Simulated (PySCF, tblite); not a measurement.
# C4H15NOSi3: geometry, infrared bands and NMR shifts

Aim: predict the infrared bands and NMR shifts of C4H15NOSi3 (`CC[C@@H]1C[SiH2]N[Si@@H]1O[SiH3]`).

Computed with tblite 0.8.0 and PySCF 2.14.0, with density-fitted response routines of our own, on a single molecule in the gas phase. Atoms are numbered from 0 throughout.

**1. Starting geometry**

24 atoms, charge 0, multiplicity 1; geometry from: force field or distance geometry start.

Bonds of the start (Å): C0–C1 1.53, C1–C2 1.47, C2–C3 1.53, C3–Si4 1.86, Si4–N5 1.79, N5–Si6 1.79, Si6–O7 1.70, O7–Si8 1.72, Si6–C2 1.86, C0–H9 1.12, C0–H10 1.12, C0–H11 1.11, C1–H12 1.14, C1–H13 1.12, C2–H14 1.11, C3–H15 1.12, C3–H16 1.09, Si4–H17 1.48, Si4–H18 1.45, N5–H19 1.03, Si6–H20 1.46, Si8–H21 1.47, Si8–H22 1.47, Si8–H23 1.47.

**2. Geometry optimisation with GFN2-xTB**

What the job is given:

```
{"job": {"kind": "relax", "xc": "GFN2-xTB", "basis": "xTB"}, "charge": 0, "multiplicity": 1}
C      2.513300    -1.167100    -0.210700
C      1.968700     0.038300     0.552000
C      0.886500     0.698300    -0.193500
C      0.408800     1.887300     0.634000
Si    -1.098700     2.425500    -0.322000
N     -1.915100     0.870600    -0.647500
Si    -0.620200    -0.352000    -0.509400
O     -0.894800    -1.492100     0.725600
Si    -2.318300    -2.379900     0.337400
H      3.044900    -1.884000     0.462100
H      3.228900    -0.841400    -1.011000
H      1.719100    -1.729300    -0.737100
H      1.653300    -0.268900     1.608500
H      2.825300     0.765800     0.600600
H      1.216600     1.076600    -1.186000
H      0.150000     1.591200     1.683000
H      1.184900     2.656500     0.575700
H     -0.620100     2.954500    -1.617300
H     -1.916700     3.403500     0.373600
H     -2.718100     0.709200    -0.024700
H     -0.515800    -1.017100    -1.803900
H     -1.995400    -3.340800    -0.726100
H     -3.398900    -1.470500    -0.077600
H     -2.799800    -3.114300     1.522100
```

Launch:

```
$ OMP_NUM_THREADS=1 python probes_run.py task.json out
```

One launch serves the whole session: the jobs run in the order shown.

Standard output:

```text
step      E/eV     max force
  0    -775.60241    2.684
  1    -775.92465    1.855
  2    -776.13675    1.037
  3    -776.20339    0.855
  4    -776.29154    0.514
  5    -776.32391    0.463
  6    -776.38726    0.547
  7    -776.42396    0.443
  8    -776.45403    0.352
  9    -776.47317    0.372
 10    -776.49344    0.375
 11    -776.52104    0.394
 12    -776.55278    0.356
 13    -776.57772    0.295
 14    -776.59086    0.228
 15    -776.59971    0.265
 16    -776.60837    0.217
 17    -776.61911    0.205
 18    -776.63190    0.216
 19    -776.64224    0.281
 20    -776.65751    0.307
 21    -776.67322    0.352
 22    -776.68764    0.256
 23    -776.69934    0.210
 24    -776.71011    0.217
 25    -776.72091    0.290
 26    -776.72623    0.480
 27    -776.73600    0.152
 28    -776.74102    0.164
 29    -776.74893    0.200
 30    -776.75392    0.214
 31    -776.75947    0.125
 32    -776.76242    0.106
 33    -776.76483    0.101
 34    -776.76731    0.134
 35    -776.77044    0.135
 36    -776.77380    0.122
 37    -776.77730    0.130
 38    -776.78071    0.146
 39    -776.78376    0.115
 40    -776.78631    0.094
 41    -776.78871    0.122
 42    -776.79151    0.176
 43    -776.79488    0.169
 44    -776.79825    0.123
 45    -776.80101    0.089
 46    -776.80328    0.118
 47    -776.80542    0.119
 48    -776.80753    0.090
 49    -776.80940    0.082
 50    -776.81100    0.081
 51    -776.81262    0.099
 52    -776.81440    0.106
 53    -776.81605    0.090
 54    -776.81727    0.088
 55    -776.81822    0.078
 56    -776.81924    0.070
 57    -776.82049    0.084
 58    -776.82180    0.093
 59    -776.82285    0.106
 60    -776.82388    0.106
 61    -776.82496    0.086
 62    -776.82681    0.071
 63    -776.82833    0.078
 64    -776.83005    0.083
 65    -776.83134    0.064
 66    -776.83262    0.070
 67    -776.83398    0.064
 68    -776.83545    0.062
 69    -776.83671    0.070
 70    -776.83779    0.076
 71    -776.83891    0.071
 72    -776.84016    0.076
 73    -776.84155    0.074
 74    -776.84280    0.110
 75    -776.84375    0.085
 76    -776.84459    0.054
 77    -776.84541    0.070
 78    -776.84596    0.053
 79    -776.84647    0.045
 80    -776.84697    0.036
 81    -776.84723    0.042
 82    -776.84773    0.045
 83    -776.84808    0.041
 84    -776.84845    0.037
 85    -776.84876    0.032
 86    -776.84910    0.039
 87    -776.84940    0.036
 88    -776.84969    0.046
 89    -776.84998    0.037
 90    -776.85025    0.039
 91    -776.85047    0.037
 92    -776.85064    0.029
 93    -776.85083    0.031
 94    -776.85104    0.036
 95    -776.85128    0.030
 96    -776.85150    0.030
 97    -776.85171    0.034
 98    -776.85195    0.034
 99    -776.85225    0.036
100    -776.85260    0.050
101    -776.85292    0.049
102    -776.85328    0.047
103    -776.85366    0.044
104    -776.85438    0.063
105    -776.85497    0.074
106    -776.85586    0.062
107    -776.85639    0.082
108    -776.85566    0.216
109    -776.85774    0.057
110    -776.85845    0.060
111    -776.85935    0.296
112    -776.86186    0.051
113    -776.86333    0.051
114    -776.86298    0.285
115    -776.86601    0.052
116    -776.86686    0.050
117    -776.86778    0.121
118    -776.86867    0.052
119    -776.86925    0.043
120    -776.87044    0.056
121    -776.87105    0.045
122    -776.87168    0.088
123    -776.87214    0.075
124    -776.87260    0.051
125    -776.87302    0.038
126    -776.87337    0.075
127    -776.87360    0.065
128    -776.87380    0.054
129    -776.87403    0.039
130    -776.87423    0.033
131    -776.87440    0.028
132    -776.87457    0.028
133    -776.87478    0.032
134    -776.87504    0.037
135    -776.87532    0.045
136    -776.87561    0.046
137    -776.87595    0.044
138    -776.87638    0.044
139    -776.87679    0.048
140    -776.87709    0.040
141    -776.87731    0.039
142    -776.87748    0.044
143    -776.87768    0.039
144    -776.87786    0.035
145    -776.87800    0.025
146    -776.87810    0.022
147    -776.87816    0.018
148    -776.87821    0.016
149    -776.87826    0.017
150    -776.87831    0.019
151    -776.87837    0.023
152    -776.87842    0.020
153    -776.87848    0.017
154    -776.87854    0.019
155    -776.87863    0.029
156    -776.87875    0.037
157    -776.87890    0.037
158    -776.87909    0.032
159    -776.87932    0.028
160    -776.87955    0.029
161    -776.87976    0.028
162    -776.87996    0.033
163    -776.88019    0.034
164    -776.88046    0.033
165    -776.88076    0.035
166    -776.88104    0.045
167    -776.88133    0.045
168    -776.88163    0.035
169    -776.88201    0.042
170    -776.88238    0.048
171    -776.88266    0.038
172    -776.88286    0.026
173    -776.88309    0.041
174    -776.88341    0.071
175    -776.88385    0.083
176    -776.88426    0.060
177    -776.88456    0.038
178    -776.88479    0.032
179    -776.88498    0.035
180    -776.88511    0.026
181    -776.88521    0.016
182    -776.88527    0.017
183    -776.88534    0.024
184    -776.88542    0.025
185    -776.88550    0.016
186    -776.88558    0.014
187    -776.88565    0.022
188    -776.88572    0.027
189    -776.88579    0.022
190    -776.88587    0.023
191    -776.88597    0.023
192    -776.88610    0.036
193    -776.88626    0.044
194    -776.88644    0.033
195    -776.88662    0.030
196    -776.88680    0.030
197    -776.88702    0.047
198    -776.88726    0.048
199    -776.88747    0.028
200    -776.88765    0.028
201    -776.88778    0.029
202    -776.88791    0.032
203    -776.88804    0.022
204    -776.88817    0.021
205    -776.88831    0.030
206    -776.88847    0.040
207    -776.88861    0.034
208    -776.88872    0.019
209    -776.88880    0.022
210    -776.88888    0.022
211    -776.88896    0.023
212    -776.88903    0.016
213    -776.88909    0.015
214    -776.88913    0.017
215    -776.88918    0.016
216    -776.88922    0.015
217    -776.88926    0.011
218    -776.88930    0.014
219    -776.88934    0.017
220    -776.88939    0.017
221    -776.88945    0.021
222    -776.88952    0.016
223    -776.88958    0.015
224    -776.88962    0.012
225    -776.88966    0.010
```

Run time: 9.7 s. Hardware: 1 thread of Intel Xeon at 2.50GHz, shared host; peak memory 0.18 GiB.

Relaxation path: (not every step is listed)

| step | energy from step 0 (eV) | largest force (eV/Å) |
| --- | --- | --- |
| 0 | 0.0000 | 2.6840 |
| 1 | -0.3222 | 1.8547 |
| 2 | -0.5343 | 1.0373 |
| 3 | -0.6010 | 0.8550 |
| 4 | -0.6891 | 0.5137 |
| 5 | -0.7215 | 0.4629 |
| 6 | -0.7849 | 0.5466 |
| 7 | -0.8216 | 0.4431 |
| 8 | -0.8516 | 0.3524 |
| 29 | -1.1465 | 0.2001 |
| 50 | -1.2086 | 0.0811 |
| 71 | -1.2365 | 0.0712 |
| 92 | -1.2482 | 0.0290 |
| 113 | -1.2609 | 0.0515 |
| 134 | -1.2726 | 0.0368 |
| 155 | -1.2762 | 0.0287 |
| 176 | -1.2819 | 0.0600 |
| 197 | -1.2846 | 0.0468 |
| 218 | -1.2869 | 0.0137 |
| 220 | -1.2870 | 0.0167 |
| 221 | -1.2870 | 0.0206 |
| 222 | -1.2871 | 0.0164 |
| 223 | -1.2872 | 0.0152 |
| 224 | -1.2872 | 0.0124 |
| 225 | -1.2873 | 0.0103 |

Close pairs (by a distance rule), those that changed most:

| bond | before (Å) | after (Å) | change (Å) |
| --- | --- | --- | --- |
| O7–Si8 | 1.722 | 1.620 | -0.102 |
| Si6–O7 | 1.703 | 1.627 | -0.077 |
| N5–Si6 | 1.786 | 1.729 | -0.057 |
| C1–C2 | 1.471 | 1.528 | +0.057 |
| Si4–N5 | 1.786 | 1.731 | -0.055 |
| C1–H12 | 1.145 | 1.093 | -0.051 |
| C2–Si6 | 1.864 | 1.905 | +0.041 |
| C3–Si4 | 1.864 | 1.899 | +0.035 |

The final coordinates are the input of the step that follows.

**3. Harmonic vibrations with GFN2-xTB**

What the job is given:

```
{"job": {"kind": "ir", "xc": "GFN2-xTB", "basis": "xTB"}, "charge": 0, "multiplicity": 1}
C      2.448614    -1.338025    -0.363911
C      1.736730    -0.358872     0.559821
C      0.857053     0.625454    -0.208845
C      0.245410     1.679574     0.729276
Si    -1.219084     2.515247    -0.144659
N     -1.620451     1.198035    -1.193210
Si    -0.566306    -0.172332    -1.191228
O     -1.212183    -1.455973    -0.429185
Si    -1.996285    -2.100350     0.832943
H      3.095117    -2.003309     0.205148
H      3.058938    -0.804073    -1.089832
H      1.722690    -1.940845    -0.904849
H      1.117786    -0.921235     1.264083
H      2.480393     0.195102     1.142901
H      1.497443     1.152861    -0.924773
H     -0.121026     1.175920     1.627018
H      1.010327     2.382859     1.062854
H     -0.831713     3.692360    -0.934407
H     -2.333270     2.839038     0.753237
H     -2.463558     1.202887    -1.737726
H     -0.309726    -0.677408    -2.534987
H     -1.770293    -3.534294     0.670311
H     -3.408719    -1.734514     0.730415
H     -1.429622    -1.598343     2.087161
```

Standard output:

```text
mode    cm-1     km/mol
  1     -28.3      0.01
  2      34.6      0.00
  3      58.7      0.23
  4      71.8      0.20
  5      96.8      3.92
  6     112.4      0.64
  7     148.5      3.04
  8     198.9      2.90
  9     229.5      7.75
 10     241.9      6.90
 11     327.2      9.86
 12     342.3      5.42
 13     377.3     76.75
 14     404.2      3.93
 15     438.7      2.61
 16     496.9     48.90
 17     539.8     43.97
 18     547.1     15.86
 19     581.6     46.63
 20     602.5     67.19
 21     625.3     37.55
 22     638.6     78.48
 23     648.9     75.22
 24     733.5    347.08
 25     762.9    215.42
 26     767.2     21.85
 27     785.6     23.89
 28     787.9    305.96
 29     796.6    258.70
 30     823.4    355.59
 31     834.5    275.36
 32     851.1     39.50
 33     926.9    159.55
 34     956.5      0.70
 35    1037.3      5.97
 36    1064.0     68.81
 37    1070.7    483.15
 38    1088.9     90.48
 39    1113.6      0.60
 40    1134.1     36.56
 41    1139.5    229.37
 42    1235.3      3.21
 43    1247.8      3.27
 44    1297.3      1.79
 45    1314.7      1.04
 46    1350.9      2.62
 47    1413.9      2.35
 48    1492.4      1.25
 49    1501.3      0.25
 50    1502.7      2.31
 51    1506.0      0.74
 52    2193.4    489.75
 53    2222.5    231.08
 54    2225.4    338.10
 55    2255.1    332.22
 56    2277.6    161.61
 57    2297.8    371.30
 58    2915.4     42.79
 59    2931.3     59.24
 60    2951.6     69.50
 61    2963.8     55.32
 62    2974.0     46.78
 63    3022.4     53.66
 64    3026.1     55.54
 65    3035.8     30.91
 66    3515.9      1.75
```

Run time: 5.4 s. Hardware: 1 thread of Intel Xeon at 2.50GHz, shared host; peak memory 0.18 GiB.

The strongest bands and the atoms that carry them (share of the mass-weighted mode):

```csv
cm⁻¹,km/mol,atoms
734,347.1,"H20 34 %, Si6 26 %"
788,306.0,"H23 48 %, H22 32 %"
823,355.6,"H23 27 %, H21 26 %, H22 25 %, Si8 14 %"
1071,483.1,O7 62 %
2193,489.8,"H17 76 %, H18 20 %"
2225,338.1,"H23 85 %, H22 10 %"
2255,332.2,"H22 77 %, H21 12 %"
2298,371.3,H20 96 %
```

**4. NMR shieldings: PBE0/pcSseg-1**

The job, as its differences from that of step 3:

```diff
@@ -1,2 +1,2 @@
-{"job": {"kind": "ir", "xc": "GFN2-xTB", "basis": "xTB"}, "charge": 0, "multiplicity": 1}
+{"job": {"kind": "nmr", "xc": "PBE0", "basis": "pcSseg-1"}, "charge": 0, "multiplicity": 1}
 C      2.448614    -1.338025    -0.363911
```

Method: GIAO PBE0/pcSseg-1 NMR shielding, non-relativistic, gas phase.

Standard output:

```text
coarse grid: 20664 points
cycle   1  E = -1159.0496829939  dE =  9.334e-01  |g| = 9.192e-01  |ddm| = 4.433e+00
cycle   2  E = -1158.8269882922  dE =  2.227e-01  |g| = 1.398e+00  |ddm| = 1.962e+00
cycle   3  E = -1159.2121837460  dE = -3.852e-01  |g| = 1.321e-01  |ddm| = 1.381e+00
cycle   4  E = -1159.2150337658  dE = -2.850e-03  |g| = 6.005e-02  |ddm| = 1.574e-01
cycle   5  E = -1159.2157972801  dE = -7.635e-04  |g| = 1.439e-02  |ddm| = 6.067e-02
cycle   6  E = -1159.2158400863  dE = -4.281e-05  |g| = 4.063e-03  |ddm| = 1.721e-02
cycle   7  E = -1159.2158436356  dE = -3.549e-06  |g| = 8.593e-04  |ddm| = 3.909e-03
final grid: 183392 points
cycle   8  E = -1159.2757513658  dE = -3.784e-05  |g| = 1.148e-02  |ddm| = 3.110e-02
cycle   9  E = -1159.2757210626  dE =  3.030e-05  |g| = 1.664e-02  |ddm| = 2.363e-02
cycle  10  E = -1159.2757805275  dE = -5.946e-05  |g| = 1.521e-03  |ddm| = 1.429e-02
cycle  11  E = -1159.2757809903  dE = -4.628e-07  |g| = 2.759e-04  |ddm| = 1.378e-03
cycle  12  E = -1159.2757810052  dE = -1.487e-08  |g| = 8.112e-05  |ddm| = 3.311e-04
cycle  13  E = -1159.2757810066  dE = -1.372e-09  |g| = 3.095e-05  |ddm| = 9.993e-05
cycle  14  E = -1159.2757810068  dE = -2.142e-10  |g| = 3.584e-06  |ddm| = 2.631e-05
converged SCF energy = -1159.2757810068

GIAO shielding tensors (ppm)
atom      isotropic    diamagn.    paramagn.     s11        s22        s33       span
  0 C      168.774     248.196     -79.421    157.498    162.625    186.200     28.701
  1 C      154.019     248.070     -94.051    139.441    149.910    172.704     33.263
  2 C      155.996     258.740    -102.744    144.739    152.655    170.593     25.854
  3 C      170.432     253.793     -83.361    151.454    168.679    191.162     39.708
  4 Si     376.637     881.063    -504.426    340.438    364.472    425.000     84.563
  5 N      229.639     326.911     -97.272    188.949    236.933    263.036     74.087
  6 Si     368.740     882.269    -513.528    351.817    364.413    389.990     38.173
  7 O      291.690     402.278    -110.588    244.719    291.036    339.315     94.597
  8 Si     393.564     880.464    -486.900    355.199    360.937    464.555    109.356
  9 H       30.358      28.618       1.741     25.749     27.068     38.258     12.509
 10 H       30.743      30.345       0.398     26.566     28.723     36.940     10.374
 11 H       30.556      31.558      -1.002     25.578     31.134     34.956      9.377
 12 H       30.176      34.576      -4.400     26.836     29.673     34.021      7.185
 13 H       29.873      32.568      -2.695     24.441     29.702     35.477     11.036
 14 H       31.009      35.831      -4.821     26.431     30.552     36.045      9.614
 15 H       30.815      34.603      -3.788     26.780     29.344     36.321      9.541
 16 H       30.465      32.091      -1.626     25.562     27.963     37.869     12.307
 17 H       26.768      29.107      -2.339     23.084     23.884     33.336     10.251
 18 H       26.612      29.229      -2.617     23.231     24.004     32.601      9.370
 19 H       30.931      31.113      -0.182     22.927     26.792     43.073     20.146
 20 H       26.604      30.672      -4.068     23.203     24.051     32.559      9.356
 21 H       26.608      28.936      -2.328     22.938     24.462     32.424      9.486
 22 H       26.566      29.295      -2.728     22.835     24.848     32.015      9.181
 23 H       26.544      31.405      -4.861     22.521     26.322     30.789      8.268
```

Wall time 2.6 min (1 thread of Intel Xeon at 2.50GHz, shared host); peak memory 1.1 GiB.

Shifts follow as δ = σ(reference) − σ, with reference shieldings (ppm) from runs at the same level and on the same kind of geometry: 1H TMS 31.72, 13C TMS 186.9, 29Si TMS 349.2, 15N NH3 267.7, 17O H2O 336.1. The references are single molecules in the gas phase, so shifts against H2O, NH3, PH3, H3PO4 or CFCl3 are not on the usual liquid scales and can be off by tens of ppm. Atoms listed in one row are averaged.

```
        atoms                                                    environment  σ (ppm)  δ (ppm)  δ scaled to CDCl3
           C1                                                        sp3 CH2    154.0     32.9               30.2
           C2                                            sp3 CH bonded to Si    156.0     30.9               28.3
           C0                                                  methyl carbon    168.8     18.2               15.8
           C3                                           sp3 CH2 bonded to Si    170.4     16.5               14.2
H21, H22, H23                              hydrogen on a silicon bonded to O    26.57     5.14                  –
          H20  hydrogen on a silicon bonded to C, N, O, in a 5-membered ring    26.60     5.11                  –
          H18     hydrogen on a silicon bonded to C, N, in a 5-membered ring    26.61     5.10                  –
          H17     hydrogen on a silicon bonded to C, N, in a 5-membered ring    26.77     4.95                  –
          H13                                         hydrogen on an sp3 CH2    29.87     1.84               1.84
          H12                                         hydrogen on an sp3 CH2    30.18     1.54               1.56
          H16                            hydrogen on an sp3 CH2 bonded to Si    30.46     1.25               1.29
 H9, H10, H11                                    hydrogen on a methyl carbon    30.55     1.16               1.20
          H15                            hydrogen on an sp3 CH2 bonded to Si    30.82     0.90               0.96
          H19    hydrogen on a nitrogen bonded to 2 Si, in a 5-membered ring    30.93     0.79                  –
          H14                             hydrogen on an sp3 CH bonded to Si    31.01     0.71               0.77
          Si6             silicon bonded to C, N, O, H, in a 5-membered ring    368.7    -19.6                  –
          Si4              silicon bonded to C, N, 2 H, in a 5-membered ring    376.6    -27.5                  –
          Si8                                       silicon bonded to O, 3 H    393.6    -44.4                  –
           N5               nitrogen bonded to 2 Si, H, in a 5-membered ring    229.6     38.1                  –
           O7                                          oxygen bonded to 2 Si    291.7     44.4                  –
```

The scaled column applies a straight-line fit of computed shieldings to shifts measured in CDCl3 (root-mean-square error 0.16 ppm for H, 1.9 ppm for C).

The run also stored atomic charges by several schemes (e):

```csv
atoms,Mulliken,IAO,Hirshfeld,ESP fit
C0,-0.27,-0.42,-0.12,-0.29
C1,-0.22,-0.24,-0.07,0.05
C2,-0.61,-0.39,-0.11,0.00
C3,-0.49,-0.54,-0.16,-0.46
Si4,0.79,0.89,0.37,0.63
N5,-0.84,-0.94,-0.33,-0.83
Si6,1.16,1.19,0.43,0.56
O7,-0.74,-0.89,-0.30,-0.39
Si8,0.71,0.88,0.39,0.57
```

Mayer bond orders: C0–C1 1.06, C1–C2 1.01, C2–C3 1.02, C3–Si4 0.92, Si4–N5 0.97, N5–Si6 0.96, Si6–O7 0.92, O7–Si8 0.93, Si6–C2 0.83.

Ring of atoms C2, C3, Si4, N5, Si6: NICS(0) -5.4, NICS(1) -3.2, NICS(1)zz -1.0 ppm (means of both faces).

**5. What came out**

| quantity | value |
| --- | --- |
| strongest single infrared mode (GFN2-xTB) | 2193 cm⁻¹, 490 km/mol |
| zero-point energy (GFN2-xTB) | 113.1 kcal/mol |
| 13C shifts against TMS (PBE0/pcSseg-1) | 32.9, 30.9, 18.2, 16.5 ppm |
| 1H shifts against TMS (PBE0/pcSseg-1, means over atoms taken as alike) | 5.14, 5.11, 5.10, 4.95, 1.84, 1.54, 1.25, 1.16, 0.90, 0.79, 0.71 ppm |
| 29Si shifts against TMS (PBE0/pcSseg-1) | -19.6, -27.5, -44.4 ppm |
| 15N shifts against NH3 (PBE0/pcSseg-1) | 38.1 ppm |
| 17O shifts against H2O (PBE0/pcSseg-1) | 44.4 ppm |

The optimisation took 225 steps and gained 1.287 eV; among the close pairs (by a distance rule), O7–Si8 changed most, from 1.722 to 1.620 Å. The lowest mode is imaginary (28i cm⁻¹), so the xTB geometry is not a minimum. The strongest single mode, at 2193 cm⁻¹, moves mainly H17. Unscaled tight-binding wavenumbers are off by several per cent, some by more. Its intensities can rank the bands wrongly. At PBE0/pcSseg-1: The largest span, 109 ppm, is at Si8, where the paramagnetic term is -487 ppm.
